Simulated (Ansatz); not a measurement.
# AlH7O2Si2: up Jacob's ladder to CCSD(T)

The task here is to estimate one member of a computed series from the others.

Method: functionals in def2-TZVPP, the program's frozen cores in correlated methods; program: Ansatz 0.2.0, Gaussian basis.

Plan: LDA (SPW92), PBE-D4, revPBE-D4, BLYP-D4, r2SCAN-D4, B97M-V, PBE0-D4, B3LYP-D4, r2SCANh-D4, r2SCAN0-D4, HSE06-D4, BHLYP-D4, CAM-B3LYP-D4, LC-ωPBE, ωB97X-V, ωB97M-V, B2PLYP, PBE-QIDH; CCSD(T)/def2-SVP; CCSD(T)/def2-TZVPP; MP2/def2-QZVPP; extrapolation to the limit; RPA on PBE.

## The relaxed structure

An earlier PBE0-D4 in a triple-zeta def2 set relaxation fixed the geometry.

12 atoms, charge 0, spin multiplicity 1.

Atoms are counted from 1 here; the program's logs count them from 0.

Bond lengths: O1–Si2 1.646 Å, O1–H6 0.959 Å, Si2–Si3 2.342 Å, Si2–O4 1.624 Å, Si2–H7 1.492 Å, Si3–H8 1.489 Å, Si3–H9 1.488 Å, Si3–H10 1.490 Å, O4–Al5 1.685 Å, Al5–H11 1.579 Å, Al5–H12 1.579 Å. Angles: Si2–O1–H6 117.8°, O1–Si2–Si3 105.4°, O1–Si2–O4 111.7°, O1–Si2–H7 109.5°, Si3–Si2–O4 110.6°, Si3–Si2–H7 112.8°, O4–Si2–H7 106.9°, Si2–Si3–H8 110.3°, Si2–Si3–H9 111.5°, Si2–Si3–H10 109.7°, H8–Si3–H9 108.8°, H8–Si3–H10 108.1°, H9–Si3–H10 108.4°, Si2–O4–Al5 169.3°, O4–Al5–H11 118.2°, O4–Al5–H12 117.6°, H11–Al5–H12 124.3°.

As a file:

```xyz
12
AlH7O2Si2
O    -2.0242   -0.1551    0.8767
Si   -0.4228    0.2208    0.8159
Si    0.6959   -1.8358    0.7500
O    -0.0647    1.1096   -0.4955
Al    0.4316    1.7642   -1.9664
H    -2.6417    0.5504    1.0768
H    -0.0584    1.0398    2.0085
H     0.3037   -2.5986   -0.4675
H     0.3913   -2.6603    1.9507
H     2.1668   -1.6061    0.6997
H     1.7681    1.2229   -2.6100
H    -0.4687    2.8932   -2.6048
```

Set-up of the first run:

The input, in.yaml:

```yaml
crystal:
  periodic: [false, false, false]
  atoms:
    - {symbol: O, position_ang: [-2.024209, -0.155121, 0.876687]}
    - {symbol: Si, position_ang: [-0.422794, 0.220759, 0.815900]}
    - {symbol: Si, position_ang: [0.695902, -1.835844, 0.749992]}
    - {symbol: O, position_ang: [-0.064680, 1.109557, -0.495504]}
    - {symbol: Al, position_ang: [0.431557, 1.764189, -1.966387]}
    - {symbol: H, position_ang: [-2.641715, 0.550399, 1.076766]}
    - {symbol: H, position_ang: [-0.058358, 1.039850, 2.008474]}
    - {symbol: H, position_ang: [0.303694, -2.598613, -0.467453]}
    - {symbol: H, position_ang: [0.391280, -2.660342, 1.950656]}
    - {symbol: H, position_ang: [2.166838, -1.606142, 0.699716]}
    - {symbol: H, position_ang: [1.768136, 1.222916, -2.610045]}
    - {symbol: H, position_ang: [-0.468652, 2.893193, -2.604802]}
basis:
  gaussian: {orbitals: def2-TZVPP}
hamiltonian: {xc: lda}
output: {orbitals: {seedname: orbitals}}
```

Among the steps run: LDA; PBE-D4 (GGA); revPBE-D4 (GGA); BLYP-D4 (GGA); r2SCAN-D4 (meta-GGA); B97M-V (meta-GGA); PBE0-D4 (hybrid); B3LYP-D4 (hybrid); r2SCANh-D4 (hybrid); r2SCAN0-D4 (hybrid); HSE06-D4 (hybrid); BHLYP-D4 (hybrid); CAM-B3LYP-D4 (range-separated); LC-ωPBE (range-separated); ωB97X-V (range-separated); ωB97M-V (range-separated); B2PLYP (double hybrid); PBE-QIDH (double hybrid).

One of the session's tables, all rows but one given; the rest of the session is left out.

It belongs to the step «Frontier levels by functional». 

```
  functional  HOMO (eV)  gap (eV)
 LDA (SPW92)      -6.56      4.34
      PBE-D4      -6.48      4.50
   revPBE-D4      -6.45      4.56
     BLYP-D4      -6.38      4.49
   r2SCAN-D4      -6.76      5.14
      B97M-V      -6.89      4.96
     PBE0-D4          ?         ?
    B3LYP-D4      -7.50      6.06
  r2SCANh-D4      -7.20      5.84
  r2SCAN0-D4      -7.86      6.87
    HSE06-D4      -7.28      5.71
    BHLYP-D4      -8.80      8.34
CAM-B3LYP-D4      -9.00      8.69
     LC-ωPBE     -10.29     11.10
     ωB97X-V      -9.98     10.66
     ωB97M-V      -9.76     10.13
```

Q: Estimate the row for PBE0-D4 from the others.

The run gave: HOMO (eV): -7.68; gap (eV): 6.47. In the column «HOMO (eV)» it lies between r2SCAN0-D4 (-7.86) and B3LYP-D4 (-7.50).
